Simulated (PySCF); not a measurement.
**Cu₃: structure of the quartet**

The task is one start of a wider search on Cu₃: the quartet, from a equilateral triangle start. It is relaxed, tested by its Hessian and followed downhill if it is a saddle.

The runs use PySCF 2.14.0; PBE0, basis Cu def2-TZVP, no relativity, density fitting.

## (1) Where the work starts

3 atoms, charge 0, spin multiplicity 4.

Bond lengths: Cu1–Cu2 2.240 Å, Cu1–Cu3 2.240 Å, Cu2–Cu3 2.240 Å. Angles: Cu2–Cu1–Cu3 60.0°, Cu1–Cu2–Cu3 60.0°, Cu1–Cu3–Cu2 60.0°.

Z-matrix (Å, degrees; charge 0 multiplicity 4):
```
Cu
Cu 1 2.2400
Cu 1 2.2400 2 60.00
```

## (2) The SCF at the typed geometry

The steps below are one call of a driver around PySCF. For each, scf.py gives the equivalent set-up of the SCF; relaxations use the driver's own optimiser. After this first run the driver tries any further starts and a stability analysis.

Input file scf.py:

```python
from pyscf import gto, scf, dft
mol = gto.M(atom='''
Cu     0.646630    -1.120000     0.000000
Cu    -1.293270     0.000000     0.000000
Cu     0.646630     1.120000     0.000000''',
    basis={'Cu': 'def2-TZVP'},
    charge=0, spin=3)
mf = dft.UKS(mol, xc='PBE0')
mf.grids.atom_grid = (50, 194)
aux = {'Cu': 'def2-universal-JKFIT'}
mf = mf.density_fit(auxbasis=aux)
mf.conv_tol = 1e-08
mf.diis_space = 10
mf.max_cycle = 60
mf.init_guess = 'minao'
mf.verbose = 4
mf.kernel()
```

On the command line:

```console
OMP_NUM_THREADS=4 python axn.py task.json out
```

The program printed:

```text
init E= -4919.9804131965
[... the frontier-level lines of each cycle are left out ...]
cycle= 1 E= -4918.15161645333  delta_E= 1.83  |g|= 3.89  |ddm|= 2.71
cycle= 2 E= -4912.52441143229  delta_E= 5.63  |g|= 7.28  |ddm|= 4.94
cycle= 3 E= -4920.4677389385  delta_E= -7.94  |g|= 1.13  |ddm|= 2.82
cycle= 4 E= -4920.72706612121  delta_E= -0.259  |g|= 0.0977  |ddm|= 1.14
cycle= 5 E= -4920.73040627111  delta_E= -0.00334  |g|= 0.0262  |ddm|= 0.101
cycle= 6 E= -4920.73080094259  delta_E= -0.000395  |g|= 0.0116  |ddm|= 0.0436
cycle= 7 E= -4920.7308902283  delta_E= -8.93e-05  |g|= 0.0218  |ddm|= 0.032
cycle= 8 E= -4920.7310001568  delta_E= -0.00011  |g|= 0.00352  |ddm|= 0.0141
cycle= 9 E= -4920.73101627022  delta_E= -1.61e-05  |g|= 0.00205  |ddm|= 0.0103
cycle= 10 E= -4920.73101998782  delta_E= -3.72e-06  |g|= 0.000866  |ddm|= 0.00444
cycle= 11 E= -4920.73102085505  delta_E= -8.67e-07  |g|= 0.000185  |ddm|= 0.00255
cycle= 12 E= -4920.731020969  delta_E= -1.14e-07  |g|= 7.35e-05  |ddm|= 0.000903
cycle= 13 E= -4920.73102100834  delta_E= -3.93e-08  |g|= 0.000138  |ddm|= 0.000604
cycle= 14 E= -4920.73102103133  delta_E= -2.3e-08  |g|= 7.34e-05  |ddm|= 0.000477
cycle= 15 E= -4920.73102104332  delta_E= -1.2e-08  |g|= 7.48e-05  |ddm|= 0.000386
cycle= 16 E= -4920.73102105418  delta_E= -1.09e-08  |g|= 6.63e-05  |ddm|= 0.000373
cycle= 17 E= -4920.73102107625  delta_E= -2.21e-08  |g|= 6.39e-05  |ddm|= 0.000902
cycle= 18 E= -4920.73102109748  delta_E= -2.12e-08  |g|= 5.18e-05  |ddm|= 0.00118
cycle= 19 E= -4920.73102111334  delta_E= -1.59e-08  |g|= 1.15e-05  |ddm|= 0.00192
cycle= 20 E= -4920.73102111368  delta_E= -3.44e-10  |g|= 1.67e-06  |ddm|= 0.000393
Extra cycle  E= -4920.73102111369  delta_E= -1.46e-11  |g|= 1.46e-06  |ddm|= 9.81e-06
converged SCF energy = -4920.73102111369  <S^2> = 3.7601277  2S+1 = 4.0050606
```

This step, with its further starts and checks, ran for 26 s (4 threads of Arm Neoverse V2, shared host).

The starts that the driver tried:

```
                      start   energy (Eh)
    the minimal-basis guess  -4920.731021
a thermally smeared density  -4920.731021
      a smeared PBE density  -4920.747097
```

This is not the lowest solution: one lies 42.2 kJ/mol lower, at -4920.74710 Eh, and the relaxation starts from that.

## (3) Relaxation: equilateral triangle start, quartet

The program finds D3h symmetry in the start, which this walk keeps. Threshold on the gradient: 0.0003 Eh/bohr, with a further test on the energy change.

Changes to scf.py since step 2:

```diff
@@ -3,3 +3,3 @@
-Cu     0.646630    -1.120000     0.000000
-Cu    -1.293270     0.000000     0.000000
-Cu     0.646630     1.120000     0.000000''',
+Cu     0.646633    -1.120001     0.000000
+Cu    -1.293266     0.000000     0.000000
+Cu     0.646633     1.120001     0.000000''',
@@ -15 +14,0 @@
-mf.init_guess = 'minao'
```

Steps of the walk:

```
step   energy (Eh)  change (kJ/mol)  largest symmetric gradient (Eh/bohr)
   0  -4920.747097             0.00                               0.02868
   1  -4920.750002            -7.63                               0.01923
   2  -4920.752774           -14.90                               0.00438
   3  -4920.752960           -15.39                               0.00088
   4  -4920.752968           -15.42                               0.00006
```

The walk took 22 s.

After 4 steps and 15.4 kJ/mol it ends at D3h: Cu–Cu 2.379 Å (×3); Cu–Cu–Cu 60.0° (×3).

## (4) Is it a minimum? Harmonic modes

On the finer grid the gradient is checked again; gradients at displacements of ±0.02 bohr then give force constants and infrared intensities.

Changes to scf.py since step 3:

```diff
@@ -3,3 +3,3 @@
-Cu     0.646633    -1.120001     0.000000
-Cu    -1.293266     0.000000     0.000000
-Cu     0.646633     1.120001     0.000000''',
+Cu     0.687227    -1.190312     0.000000
+Cu    -1.374454     0.000000     0.000000
+Cu     0.687227     1.190312     0.000000''',
@@ -9 +9 @@
-mf.grids.atom_grid = (50, 194)
+mf.grids.atom_grid = (75, 302)
@@ -12 +12 @@
-mf.conv_tol = 1e-08
+mf.conv_tol = 1e-10
```

This SCF starts from the last density.

SCF at the final geometry:

```text
init E= -4920.7525588946
[... the frontier-level lines of each cycle are left out ...]
cycle= 1 E= -4920.7525588946  delta_E= -4.55e-12  |g|= 3.74e-06  |ddm|= 2.28e-06
Extra cycle  E= -4920.75255889458  delta_E= 1.64e-11  |g|= 1.21e-05  |ddm|= 5.6e-06
converged SCF energy = -4920.75255889458  <S^2> = 3.7764615  2S+1 = 4.013209
```

The whole step took 60 s.

Geometry: D3h; Cu–Cu 2.381 Å (×3); Cu–Cu–Cu 60.0° (×3).

Harmonic modes (main isotopes):

| symmetry | ω (cm⁻¹) | IR (km/mol) |
| --- | --- | --- |
| e' | 170 | 0.5 |
| a1' | 236 | 0.0 |

No imaginary mode, so this is a minimum.

Properties at this point:

| Quantity | Value |
| --- | --- |
| Dipole moment | 0.00 D |
| Highest occupied level | -4.90 eV |
| Lowest empty level | -5.19 eV |
| Rotational constants | 0.09453, 0.09453, 0.04727 cm⁻¹ |
| Zero-point energy | 3.4 kJ/mol |
| Principal polarisabilities | 67.6, 156.9, 156.9 bohr³ |
| Atomisation energy without zero-point energy | 53 kJ/mol |
| Principal traceless quadrupole moments about the centre of mass | -0.30, -0.30, 0.59 D Å |
| Entropy at 298.15 K and 1 bar (electronic part: spin only) | 315.0 J/(mol K) |
| Heat capacity Cp at 298.15 K | 56.5 J/(mol K) |
| Enthalpy at 298.15 K above 0 K | 14.44 kJ/mol |
| Rotational symmetry number | 6 |
| Spin squared ⟨S²⟩ | 3.776 |

Charges (e) and bond orders:

| atom | Mulliken | Löwdin | polar tensor | spin (Mulliken) | Mayer order to Cu1 |
| --- | --- | --- | --- | --- | --- |
| Cu1 | 0.00 | 0.00 | 0.00 | 1.00 | – |
| Cu2,3 | 0.00 | 0.00 | 0.00 | 1.00 | 0.64 |

Mulliken populations on Cu1: s 7.23, p 12.19, d 9.59, f 0.00.

## (5) Summary of results

| quantity | value |
| --- | --- |
| minimum | quartet, D3h |
| geometry | Cu–Cu 2.381 Å (×3); Cu–Cu–Cu 60.0° (×3) |
| wavenumbers (cm⁻¹) | 170 (e'), 236 (a1') |
| dipole moment | 0.00 D |
| highest occupied, lowest empty level (either spin) | -4.90, -5.19 eV |
| polar-tensor charge of Cu1 | +0.00 e |
| zero-point energy | 3.4 kJ/mol |
| entropy at 298.15 K | 315.0 J/(mol K) |
| atomisation energy (no zero-point energy) | 53 kJ/mol |
| ⟨S²⟩ | 3.776 |

**Reading.** The molecule stays D3h, as typed, and the end point is a minimum. An empty level of one spin lies below a filled level of the other, which hints that a lower spin is more stable. The first SCF alone would have been 42 kJ/mol too high. Other starts or spin states, not run here, may lie lower. One determinant may miss the lowest occupation of an open d or f shell.

The search up to here took 1.8 min.
